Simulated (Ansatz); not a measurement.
The system is MoIr4.

```xyz
5
Lattice="1.3742 0.7934 11.3061 -1.3742 0.7934 11.3061 0.0000 -1.5868 11.3061" Properties=species:S:1:pos:R:3 pbc="T T T"
Ir    0.0000    0.0000   20.3610
Ir    0.0000    0.0000    6.7605
Ir    0.0000    0.0000   27.1578
Ir    0.0000    0.0000   13.5573
Mo    0.0000    0.0000    0.0000
```

The cell comes from a database or a generator and needn't be the stable form of this composition.

Base run:

```yaml
Program: Ansatz 0.2.0
Functional: PBEsol
Potentials_or_basis: Ansatz PAW
Cutoff: "420 eV (not typed: the program's choice for these potentials)"
k_mesh: 11 × 11 × 11
Occupations: fermi-dirac, width 0.05 eV
Spin: no spin polarisation
```

Its results: band gap on the k mesh none (metal or under the smearing width); pressure -12.0 GPa; largest force 0.046 eV/Å.

After a change of settings the same cell gave: band gap on the k mesh none (metal or under the smearing width); pressure 1.2 GPa; largest force 0.067 eV/Å. Which change was it?
A. functional from PBEsol to RPBE
B. functional from PBEsol to BLYP
C. functional from PBEsol to r2SCAN; cutoff from 420 eV (not typed: the program's choice for these potentials) to 500 eV (not typed: the program's choice for these potentials)
D. functional from PBEsol to revPBE

D.

revPBE binds less tightly than PBEsol, so the same cell stands under more pressure.

Caveats: the PAW data sets come from PBE, with cores solved anew for the run's functional, which leaves a small shift of forces and pressure.
